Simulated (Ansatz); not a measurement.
# HfGeS: the cost of one run

Computed with Ansatz 0.2.0 (DFT r2SCAN, scalar-relativistic, plane waves, PAW, unless a step's input says otherwise).

1 further run of the same task is left out (set aside as unsound or not needed).

## Step 1: The system as given

The structure is tetragonal, space group P4/nmm (No. 129). Conventional cell: a = 3.618 Å, b = 3.618 Å, c = 7.963 Å, α = 90.00°, β = 90.00°, γ = 90.00°. Hf (site symmetry 4mm) has 5 S at 2.70 to 2.76 Å and 4 Ge at 2.83 Å in its first shell of neighbours. Ge (site symmetry -4m2) is surrounded by 4 Ge at 2.56 Å and 4 Hf at 2.83 Å. Around S (site symmetry 4mm) lie 5 Hf at 2.70 to 2.76 Å.

Structure file:

```cif
data_structure
_symmetry_space_group_name_H-M 'P4/nmm:1'
_symmetry_Int_Tables_number 129
_cell_length_a 3.6178
_cell_length_b 3.6178
_cell_length_c 7.9633
_cell_angle_alpha 90.000
_cell_angle_beta 90.000
_cell_angle_gamma 90.000
_cell_volume 104.23
loop_
_atom_site_label
_atom_site_type_symbol
_atom_site_symmetry_multiplicity
_atom_site_Wyckoff_symbol
_atom_site_fract_x
_atom_site_fract_y
_atom_site_fract_z
_atom_site_occupancy
Hf1 Hf 2 c 0.00000 0.50000 0.27348 1
Ge1 Ge 2 a 0.00000 0.00000 0.00000 1
S1 S 2 c 0.00000 0.50000 0.61996 1
```

It is the result of an earlier relaxation at this level (volume 17.37 Å³/atom; gap on the mesh: none (metal)).

## Step 2: Bands, states and charges

Input file input.yaml:

```yaml
crystal:
  lattice:
    - [3.6177768816, 0.0, 0.0]
    - [0.0, 3.6177768816, 0.0]
    - [0.0, 0.0, 7.9633476221]
  atoms:
    - { symbol: Hf, position: [0.0, 0.5, 0.2734764424] }
    - { symbol: Hf, position: [0.5, 0.0, 0.7265235576] }
    - { symbol: Ge, position: [0.0, 0.0, 0.0] }
    - { symbol: Ge, position: [0.5, 0.5, 0.0] }
    - { symbol: S, position: [0.0, 0.5, 0.619962777] }
    - { symbol: S, position: [0.5, 0.0, 0.380037223] }
basis:
  ecutwfc: 500
kpoints:
  mp_grid: { grid: [10, 10, 6] }
  band_path:
    path:
      - [[0.0, 0.0, 0.0], [0.0, 0.5, 0.0], [0.5, 0.5, 0.0], [0.0, 0.0, 0.0], [0.0, 0.0, 0.5], [0.0, 0.5, 0.5], [0.5, 0.5, 0.5], [0.0, 0.0, 0.5]]
      - [[0.0, 0.5, 0.0], [0.0, 0.5, 0.5]]
      - [[0.5, 0.5, 0.0], [0.5, 0.5, 0.5]]
    npoints: 14
hamiltonian:
  xc: r2scan
scf:
  occupations: { method: gaussian, width: 0.1 }
  n_extra_bands: 15
output:
  forces: true
  stress: true
  eigenvalues: true
  populations: true
  dos: { projected: true, de: 0.02, nscf_kmesh: { grid: [15, 15, 9] } }
  bader: true
  write_density: true
  write_potential: true
  elf: true
  volumetric_format: npy
```

The run is started by

```sh
> ansatz run input.yaml --threads 1 --pin off --max-ram 2560MiB --backend cpu --events-out ev --progress --plain --runs-dir out
```

Q: Estimate wall time and peak memory on 1 thread of Arm Neoverse V2, shared host.

About 4.4 min, with a peak of 1.2 GiB.
